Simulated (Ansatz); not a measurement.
# AlSn4: the cost of one run

Method: DFT PBE, scalar-relativistic, plane waves, PAW, in Ansatz 0.2.0.

## (1) The system as given

The structure is orthorhombic, space group Cmmm (No. 65). Conventional cell: a = 7.707 Å, b = 9.243 Å, c = 3.512 Å, α = 90.00°, β = 90.00°, γ = 90.00°. Al (site symmetry mmm) is surrounded by 6 Sn at 2.15 to 2.42 Å. Sn (site symmetry m2m) has 1 Al at 2.15 Å in its first shell of neighbours. Sn (site symmetry 2mm) is surrounded by 2 Al at 2.42 Å.

Structure file:

```xyz
5
Lattice="3.8537 -4.6215 0.0000 3.8537 4.6215 0.0000 0.0000 0.0000 3.5116" Properties=species:S:1:pos:R:3 pbc="T T T"
Al    3.8537    0.0000    1.7558
Sn    3.8537   -2.1513    1.7558
Sn    2.1855    0.0000    0.0000
Sn    5.5219    0.0000    0.0000
Sn    3.8537    2.1513    1.7558
```

The cell is invented: species swapped into a database cell of FeCl4 (Cmmm, No. 65), with Al on the Fe sites and Sn on the Cl sites. Lengths come from tabulated atomic sizes and are only a guess.

## (2) A first look at the guess

Contents of input.yaml:

```yaml
crystal:
  lattice:
    - [3.85368306, -4.62150623, 0.0]
    - [3.85368306, 4.62150623, 0.0]
    - [0.0, 0.0, 3.51159953]
  atoms:
    - { symbol: Al, position: [0.5, 0.5, 0.5] }
    - { symbol: Sn, position: [0.73274408, 0.26725592, 0.5] }
    - { symbol: Sn, position: [0.28355747, 0.28355747, 0.0] }
    - { symbol: Sn, position: [0.71644253, 0.71644253, 0.0] }
    - { symbol: Sn, position: [0.26725592, 0.73274408, 0.5] }
basis:
  ecutwfc: 420
kpoints:
  mp_grid: { grid: [4, 4, 6] }
hamiltonian:
  xc: pbe
scf:
  occupations: { method: gaussian, width: 0.1 }
  lower_state_search: "off"
output:
  forces: true
  stress: true
  eigenvalues: true
```

The run is started by

```
> ansatz run input.yaml --threads 1 --pin off --max-ram 2560MiB --backend cpu --events-out ev --progress --plain --runs-dir out
```

Q: Estimate wall time and peak memory on 1 thread of Intel Xeon at 2.60GHz (Ice Lake), shared host.

About 5.3 s, with a peak of 0.47 GiB.
